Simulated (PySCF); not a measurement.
# dimethylethylborane (C4H11B): runs on many settings

Which settings matter for dimethylethylborane (C4H11B) (`CCB(C)C`)?

The runs use PySCF 2.14.0, with density-fitted response routines of our own; the level of theory stands in each step. All values are computed, except where a source is named. Atoms are numbered from 0 throughout.

## 1. The starting structure

16 atoms, charge 0, multiplicity 1; geometry from: GFN2-xTB.

Bonds of the start (Å): C0–C1 1.53, C1–B2 1.58, B2–C3 1.58, B2–C4 1.58, C0–H5 1.09, C0–H6 1.09, C0–H7 1.09, C1–H8 1.10, C1–H9 1.09, C3–H10 1.09, C3–H11 1.09, C3–H12 1.09, C4–H13 1.09, C4–H14 1.09, C4–H15 1.09.

## 2. Nuclear shieldings: PBE0/pcSseg-1

Job settings and geometry (Å):

```
{"job": {"kind": "nmr", "xc": "PBE0", "basis": "pcSseg-1"}, "charge": 0, "multiplicity": 1}
C      1.976514    -0.622159    -0.035222
C      0.979019     0.534424    -0.106826
B     -0.529393     0.219489     0.254065
C     -0.955001    -1.181966     0.836424
C     -1.621669     1.336514     0.028815
H      2.981426    -0.286938    -0.287169
H      1.698747    -1.409837    -0.731938
H      2.002301    -1.047452     0.965226
H      1.321496     1.327880     0.566889
H      1.031053     0.978439    -1.105802
H     -0.747317    -1.971996     0.115491
H     -0.372764    -1.434238     1.721332
H     -2.006913    -1.249496     1.102487
H     -2.387143     0.984237    -0.662119
H     -1.231415     2.273054    -0.362620
H     -2.146542     1.558990     0.957039
```

Level: GIAO PBE0/pcSseg-1 NMR shielding, non-relativistic, gas phase.

Run with:

```sh
$ OMP_NUM_THREADS=1 python probes_run.py task.json out
```

The driver reads the jobs from task.json and runs them one after another.

Output:

```text
coarse grid: 12256 points
cycle   1  E = -183.5498113481  dE =  1.718e-01  |g| = 5.177e-01  |ddm| = 3.229e+00
cycle   2  E = -183.5388093611  dE =  1.100e-02  |g| = 5.606e-01  |ddm| = 9.371e-01
cycle   3  E = -183.6223653905  dE = -8.356e-02  |g| = 2.030e-02  |ddm| = 5.078e-01
cycle   4  E = -183.6224352573  dE = -6.987e-05  |g| = 1.200e-02  |ddm| = 3.027e-02
cycle   5  E = -183.6224700151  dE = -3.476e-05  |g| = 2.755e-03  |ddm| = 1.214e-02
cycle   6  E = -183.6224718601  dE = -1.845e-06  |g| = 4.192e-04  |ddm| = 2.408e-03
final grid: 115136 points
cycle   7  E = -183.6491670643  dE = -3.410e-05  |g| = 8.550e-03  |ddm| = 2.339e-02
cycle   8  E = -183.6491633730  dE =  3.691e-06  |g| = 9.387e-03  |ddm| = 1.432e-02
cycle   9  E = -183.6491860036  dE = -2.263e-05  |g| = 2.086e-04  |ddm| = 7.585e-03
cycle  10  E = -183.6491860111  dE = -7.444e-09  |g| = 1.138e-04  |ddm| = 2.958e-04
cycle  11  E = -183.6491860142  dE = -3.142e-09  |g| = 2.438e-05  |ddm| = 1.101e-04
cycle  12  E = -183.6491860144  dE = -1.482e-10  |g| = 2.738e-06  |ddm| = 2.199e-05
converged SCF energy = -183.6491860144

GIAO shielding tensors (ppm)
atom      isotropic    diamagn.    paramagn.     s11        s22        s33       span
  0 C      175.109     246.834     -71.725    167.897    172.894    184.535     16.638
  1 C      159.421     252.195     -92.774    137.391    167.057    173.816     36.425
  2 B        8.807     187.462    -178.655    -48.368    -43.415    118.204    166.572
  3 C      174.727     253.454     -78.727    154.052    183.188    186.942     32.890
  4 C      170.665     252.964     -82.299    151.177    173.690    187.127     35.950
  5 H       30.549      28.859       1.690     25.463     28.620     37.565     12.102
  6 H       30.766      30.989      -0.223     26.981     28.990     36.327      9.346
  7 H       30.579      30.806      -0.227     26.482     29.418     35.838      9.356
  8 H       30.463      31.785      -1.322     25.482     30.467     35.439      9.956
  9 H       30.188      32.473      -2.285     25.079     30.473     35.012      9.933
 10 H       30.967      31.648      -0.680     26.340     30.477     36.084      9.744
 11 H       30.826      31.447      -0.620     26.179     30.505     35.795      9.617
 12 H       30.718      31.101      -0.383     26.956     29.698     35.501      8.544
 13 H       30.865      30.568       0.297     27.240     29.402     35.953      8.713
 14 H       30.808      31.644      -0.837     26.974     30.212     35.238      8.264
 15 H       30.867      30.176       0.691     27.141     29.410     36.051      8.910
```

Wall time 12 s (1 thread of Arm Neoverse V1, shared host).

Shifts follow as δ = σ(reference) − σ, with reference shieldings (ppm) from runs at the same level and on the same kind of geometry: 1H TMS 31.72, 13C TMS 186.9, 11B BF3·OEt2 100.1. The references are single molecules in the gas phase. Atoms listed in one row are averaged.

```tsv
atoms	environment	σ (ppm)	δ (ppm)	δ scaled to CDCl3
C1	sp3 CH2 bonded to B	159.4	27.5	24.9
C3, C4	methyl carbon bonded to B	172.7	14.2	12.0
C0	methyl carbon	175.1	11.8	9.6
H8, H9	hydrogen on an sp3 CH2 bonded to B	30.33	1.39	1.42
H5, H6, H7	hydrogen on a methyl carbon	30.63	1.09	1.13
H10, H11, H12, H13, H14, H15	hydrogen on a methyl carbon bonded to B	30.84	0.88	0.93
B2	boron bonded to 3 C	8.8	91.3	–
```

The scaled column applies a straight-line fit of computed shieldings to shifts measured in CDCl3 (root-mean-square error 0.16 ppm for H, 1.9 ppm for C).

The run also stored atomic charges by several schemes (e):

```tsv
atoms	Mulliken	IAO	Hirshfeld	ESP fit
C0	-0.26	-0.41	-0.12	-0.28
C1	-0.50	-0.40	-0.14	0.00
B2	0.45	0.35	0.22	0.65
C3, C4	-0.51	-0.58	-0.20	-0.76
```

Mayer bond orders: C0–C1 1.07, C1–B2 0.99, B2–C3 1.05, B2–C4 1.06.

## 3. Excited states and response: PBE0/def2-SVPD

Settings changed since step 2:

```diff
@@ -1,2 +1,2 @@
-{"job": {"kind": "nmr", "xc": "PBE0", "basis": "pcSseg-1"}, "charge": 0, "multiplicity": 1}
+{"job": {"kind": "uv", "xc": "PBE0", "basis": "def2-SVPD", "nstates": 6, "ntriplets": 2}, "charge": 0, "multiplicity": 1}
 C      1.976514    -0.622159    -0.035222
```

Level: TDDFT PBE0/def2-SVPD, vertical, gas phase, core orbitals frozen in the response.

Output:

```text
coarse grid: 12256 points
cycle   1  E = -183.4560128777  dE =  1.279e-01  |g| = 4.991e-01  |ddm| = 5.430e+00
cycle   2  E = -183.4447615407  dE =  1.125e-02  |g| = 5.429e-01  |ddm| = 1.392e+00
cycle   3  E = -183.5251425119  dE = -8.038e-02  |g| = 2.290e-02  |ddm| = 6.486e-01
cycle   4  E = -183.5252427757  dE = -1.003e-04  |g| = 1.348e-02  |ddm| = 5.745e-02
cycle   5  E = -183.5252902572  dE = -4.748e-05  |g| = 2.655e-03  |ddm| = 2.074e-02
cycle   6  E = -183.5252920109  dE = -1.754e-06  |g| = 5.133e-04  |ddm| = 4.599e-03
final grid: 115136 points
cycle   7  E = -183.5514407951  dE = -3.577e-05  |g| = 8.303e-03  |ddm| = 1.089e-01
cycle   8  E = -183.5514373491  dE =  3.446e-06  |g| = 9.063e-03  |ddm| = 2.265e-02
cycle   9  E = -183.5514590622  dE = -2.171e-05  |g| = 2.461e-04  |ddm| = 1.070e-02
cycle  10  E = -183.5514590756  dE = -1.340e-08  |g| = 1.130e-04  |ddm| = 6.191e-04
cycle  11  E = -183.5514590788  dE = -3.245e-09  |g| = 2.813e-05  |ddm| = 1.880e-04
cycle  12  E = -183.5514590790  dE = -2.017e-10  |g| = 4.860e-06  |ddm| = 5.178e-05
converged SCF energy = -183.5514590790

Static polarisability (au): isotropic 64.023, principal 53.726 66.150 72.193

Singlet excitations
state   eV       nm        f      main configurations
  1   6.1179    202.7   0.00003   H->L 0.98
  2   6.3932    193.9   0.00006   H-1->L 0.98
  3   7.4199    167.1   0.01966   H->L+1 0.99
  4   7.7418    160.1   0.03457   H-1->L+1 0.99
  5   8.1350    152.4   0.05792   H-2->L 0.95
  6   8.2845    149.7   0.01225   H-3->L 0.94

Triplet excitations (Tamm-Dancoff, eV): 5.5602 5.8310
```

Run time: 18 s. Hardware: 1 thread of Arm Neoverse V1, shared host; peak memory 0.76 GiB.

The orbitals next to the gap, with their largest atomic shares:

```tsv
orbital	eV	atoms
HOMO−3	-9.97	C0 23 %, C1 22 %, C4 14 %
HOMO−2	-9.57	C0 26 %, C1 25 %, H6 11 %
HOMO−1	-8.47	B2 23 %, C4 23 %, C3 22 %
HOMO	-8.15	C1 28 %, B2 23 %, C0 9 %
LUMO	-0.23	B2 43 %, C1 12 %, C3 12 %
LUMO+1	0.39	B2 42 %, C3 6 %, C0 6 %
LUMO+2	1.33	C0 21 %, C4 13 %, H5 10 %
```

With each of the 6 states as a Gaussian band of 0.4 eV half-width at 1/e, the curve within the window shown has maxima at 154 nm (ε 3,400) L/(mol cm). Beyond the last state computed it falls off for lack of states. The curve at chosen wavelengths:

```
 nm  ε (L/mol/cm)
144           963
147          2000
150          2978
154          3430
157          3183
160          2743
163          2254
166          1744
170          1080
173           665
176           363
179           176
182            76
186            22
189             9
192             5
195             4
198             3
202             3
205             2
208             2
211             1
214             1
218             0
221             0
224             0
```

Ground-state properties from the same run:

```tsv
property	computed
dipole moment (D)	0.03
polarisability (Å³)	9.49
HOMO–LUMO gap (eV)	7.93
−ε(HOMO) (eV)	8.15
```

## 4. Spin-spin couplings: wB97X/IGLO-II

Settings changed since step 3:

```diff
@@ -1,2 +1,2 @@
-{"job": {"kind": "uv", "xc": "PBE0", "basis": "def2-SVPD", "nstates": 6, "ntriplets": 2}, "charge": 0, "multiplicity": 1}
+{"job": {"kind": "j", "xc": "wB97X", "basis": "IGLO-II", "scf": {"guess": "vsap", "damp": 0.3}}, "charge": 0, "multiplicity": 1}
 C      1.976514    -0.622159    -0.035222
```

Method: wB97X/IGLO-II indirect spin-spin coupling, non-relativistic, gas phase.

Output:

```text
damping 0.30 in the first 6 cycles
final grid: 115136 points
cycle   1  E = -182.6275835523  dE = -6.789e-01  |g| = 2.166e+00  |ddm| = 5.123e+00
cycle   2  E = -183.8144277670  dE = -1.187e+00  |g| = 6.118e-01  |ddm| = 4.253e+00
cycle   3  E = -183.9078999136  dE = -9.347e-02  |g| = 1.383e-01  |ddm| = 5.050e-01
cycle   4  E = -183.9126909670  dE = -4.791e-03  |g| = 3.405e-02  |ddm| = 1.574e-01
cycle   5  E = -183.9131444518  dE = -4.535e-04  |g| = 1.265e-02  |ddm| = 4.340e-02
cycle   6  E = -183.9132398085  dE = -9.536e-05  |g| = 5.525e-03  |ddm| = 3.202e-02
cycle   7  E = -183.9132508465  dE = -1.104e-05  |g| = 3.542e-03  |ddm| = 9.068e-03
cycle   8  E = -183.9132541678  dE = -3.321e-06  |g| = 7.288e-04  |ddm| = 3.107e-03
cycle   9  E = -183.9132545834  dE = -4.155e-07  |g| = 1.126e-04  |ddm| = 2.351e-03
cycle  10  E = -183.9132545872  dE = -3.863e-09  |g| = 3.196e-05  |ddm| = 1.296e-04
cycle  11  E = -183.9132545877  dE = -5.027e-10  |g| = 3.105e-06  |ddm| = 8.447e-05
converged SCF energy = -183.9132545877

Indirect spin-spin couplings (Hz)
  i      j    bonds     total        FC       PSO       DSO        SD
  0 C    1 C    1     29.759    29.443     0.156     0.159         -
  0 C    2 B    2     -1.126    -1.036    -0.070    -0.003    -0.017
  0 C    3 C    3      3.649     3.649    -0.015     0.015         -
  0 C    4 C    3      3.855     3.876     0.030    -0.051         -
  0 C    5 H    1    108.788   107.181     1.001     0.605         -
  0 C    6 H    1    107.621   105.978     0.999     0.645         -
  0 C    7 H    1    107.771   106.137     0.985     0.649         -
  0 C    8 H    2     -4.395    -4.426     0.232    -0.201         -
  0 C    9 H    2     -3.241    -3.271     0.235    -0.205         -
  0 C   10 H    4      0.322     0.287    -0.089     0.124         -
  0 C   11 H    4      0.256     0.228    -0.090     0.118         -
  0 C   12 H    4      1.213     1.207     0.295    -0.289         -
  0 C   13 H    4      0.439     0.466     0.187    -0.215         -
  0 C   14 H    4      0.163     0.189     0.169    -0.195         -
  1 C    2 B    1     49.477    50.856    -1.964     0.231     0.353
  1 C    3 C    2      4.798     4.951    -0.157     0.004         -
  1 C    4 C    2      6.329     6.549    -0.228     0.008         -
  1 C    5 H    2     -3.955    -3.982     0.269    -0.243         -
  1 C    6 H    2     -2.974    -3.050     0.273    -0.198         -
  1 C    7 H    2     -3.203    -3.287     0.283    -0.199         -
  1 C    8 H    1     94.506    92.369     1.328     0.810         -
  1 C    9 H    1     98.488    96.455     1.228     0.805         -
  1 C   10 H    3      0.149     0.219    -0.039    -0.031         -
  1 C   11 H    3      0.603     0.669    -0.063    -0.004         -
  1 C   12 H    3      6.015     6.080     0.271    -0.336         -
  1 C   13 H    3      1.385     1.441     0.169    -0.224         -
  1 C   14 H    3      4.433     4.447    -0.122     0.108         -
  1 C   15 H    3      1.863     1.915     0.180    -0.232         -
  2 B    3 C    1     49.662    51.022    -1.895     0.199     0.337
  2 B    4 C    1     48.651    49.948    -1.841     0.193     0.351
  2 B    5 H    3      8.551     8.595     0.424    -0.489     0.021
  2 B    6 H    3      1.816     1.968    -0.144     0.010    -0.018
  2 B    7 H    3      1.810     2.027    -0.206     0.008    -0.019
  2 B    8 H    2     -3.230    -3.268    -0.065    -0.073     0.176
  2 B    9 H    2     -3.577    -3.400    -0.172    -0.118     0.113
  2 B   10 H    2     -3.223    -3.211    -0.013    -0.162     0.162
  2 B   11 H    2     -3.440    -3.335    -0.061    -0.179     0.135
  2 B   12 H    2     -4.753    -4.224    -0.301    -0.263     0.035
  2 B   13 H    2     -3.154    -3.110    -0.008    -0.186     0.149
  2 B   14 H    2     -4.967    -4.443    -0.291    -0.269     0.036
  2 B   15 H    2     -3.294    -3.207    -0.026    -0.197     0.136
  3 C    4 C    2      6.227     6.447    -0.214    -0.006         -
  3 C    5 H    4      0.432     0.443     0.285    -0.296         -
  3 C    7 H    4      0.335     0.299    -0.120     0.156         -
  3 C    8 H    3      0.183     0.217     0.193    -0.228         -
  3 C    9 H    3      1.577     1.622     0.241    -0.286         -
  3 C   10 H    1     95.810    93.608     1.586     0.616         -
  3 C   11 H    1     96.968    94.801     1.552     0.614         -
  3 C   12 H    1    104.307   102.367     1.355     0.585         -
  3 C   13 H    3      0.779     0.850    -0.035    -0.036         -
  3 C   14 H    3      7.618     7.693     0.290    -0.365         -
  3 C   15 H    3      1.001     1.074    -0.041    -0.033         -
  4 C    5 H    4      0.361     0.377     0.227    -0.243         -
  4 C    6 H    4     -0.319    -0.292     0.140    -0.167         -
  4 C    7 H    4     -0.315    -0.287     0.165    -0.193         -
  4 C    8 H    3      0.246     0.311    -0.046    -0.018         -
  4 C    9 H    3      1.643     1.710    -0.095     0.028         -
  4 C   10 H    3      1.273     1.329     0.194    -0.250         -
  4 C   11 H    3      2.170     2.230     0.216    -0.276         -
  4 C   12 H    3      4.570     4.605    -0.086     0.052         -
  4 C   13 H    1     95.884    93.709     1.596     0.579         -
  4 C   14 H    1    103.501   101.559     1.371     0.571         -
  4 C   15 H    1     96.756    94.605     1.574     0.577         -
  5 H    6 H    2    -11.918   -11.847     2.590    -2.661         -
  5 H    7 H    2    -11.916   -11.846     2.586    -2.656         -
  5 H    8 H    3      3.734     3.879     0.323    -0.469         -
  5 H    9 H    3      3.314     3.457     0.312    -0.455         -
  6 H    7 H    2    -11.617   -11.570     2.498    -2.545         -
  6 H    8 H    3     12.119    12.297     2.665    -2.842         -
  6 H    9 H    3      2.653     2.796     0.436    -0.578         -
  6 H   10 H    5      0.154     0.014    -1.510     1.650         -
  7 H    8 H    3      2.749     2.882     0.411    -0.545         -
  7 H    9 H    3     12.134    12.309     2.663    -2.837         -
  7 H   11 H    5      0.153    -0.023    -1.757     1.933         -
  8 H    9 H    2    -17.574   -17.665     2.021    -1.931         -
  8 H   10 H    4      1.520     1.661     1.301    -1.442         -
  8 H   11 H    4      0.853     0.938     0.239    -0.323         -
  8 H   13 H    4      2.406     2.529     1.279    -1.402         -
  8 H   15 H    4      1.492     1.569     0.313    -0.389         -
  9 H   10 H    4      0.875     0.986     0.570    -0.681         -
  9 H   11 H    4      0.798     0.939     1.353    -1.494         -
  9 H   12 H    4     -0.207    -0.069     1.271    -1.409         -
  9 H   13 H    4      0.615     0.689     0.327    -0.401         -
  9 H   15 H    4      2.113     2.227     1.199    -1.313         -
 10 H   11 H    2    -16.777   -16.845     2.404    -2.336         -
 10 H   12 H    2    -12.439   -12.457     2.613    -2.594         -
 10 H   13 H    4      1.081     1.163     0.301    -0.383         -
 10 H   15 H    4      2.176     2.304     1.249    -1.377         -
 11 H   12 H    2    -11.724   -11.739     2.627    -2.611         -
 11 H   13 H    4      2.006     2.136     1.306    -1.436         -
 11 H   14 H    4      0.403     0.542     1.264    -1.403         -
 11 H   15 H    4      0.672     0.765     0.468    -0.561         -
 12 H   14 H    4      0.443     0.546     1.332    -1.435         -
 13 H   14 H    2    -12.153   -12.163     2.670    -2.659         -
 13 H   15 H    2    -16.932   -16.980     2.525    -2.477         -
 14 H   15 H    2    -11.627   -11.635     2.678    -2.671         -
```

Wall time 29 s (1 thread of Arm Neoverse V1, shared host); peak memory 0.83 GiB.

Couplings of 1 Hz or more, nine at most for each number of bonds, with means over like pairs (isotopes 11B, 13C, 1H):

```tsv
pair	bonds	J (Hz)	Fermi contact (Hz)
C0–H5	1	108.1	106.4
C3–H10	1	98.9	96.8
C1–H8	1	96.5	94.4
C1–B2	1	49.5	50.9
B2–C3	1	49.2	50.5
C0–C1	1	29.8	29.4
H8–H9	2	-17.6	-17.7
H10–H11	2	-13.6	-13.6
H5–H6	2	-11.8	-11.8
C3–C4	2	6.2	6.4
C1–C3	2	5.6	5.8
C0–H8	2	-3.8	-3.8
B2–H10	2	-3.8	-3.6
B2–H8	2	-3.4	-3.3
C1–H5	2	-3.4	-3.4
H5–H8	3	6.1	6.3
B2–H5	3	4.1	4.2
C0–C3	3	3.8	3.8
C3–H13	3	2.9	3.0
C1–H10	3	2.4	2.5
```

The spin-dipole term was solved for some atoms only; pairs without it lack that part.

Quadrupole couplings from the field gradients of the same density:

```tsv
atom	isotope	eQq/h (MHz)	η
B2	11B	5.689	0.02
```

Joined with the shifts from before (PBE0/pcSseg-1, scaled to CDCl3), the couplings predict the line list below for 300 MHz. Couplings to quadrupolar nuclei are left out.

1H NMR δ 1.42 (q, J = 6.1 Hz, 2H), 1.13 (t, J = 6.1 Hz, 3H), 0.93 (s, 6H). The letters are first-order; like nuclei with unlike couplings give more lines.

(Part 1 of 2 ends here.)
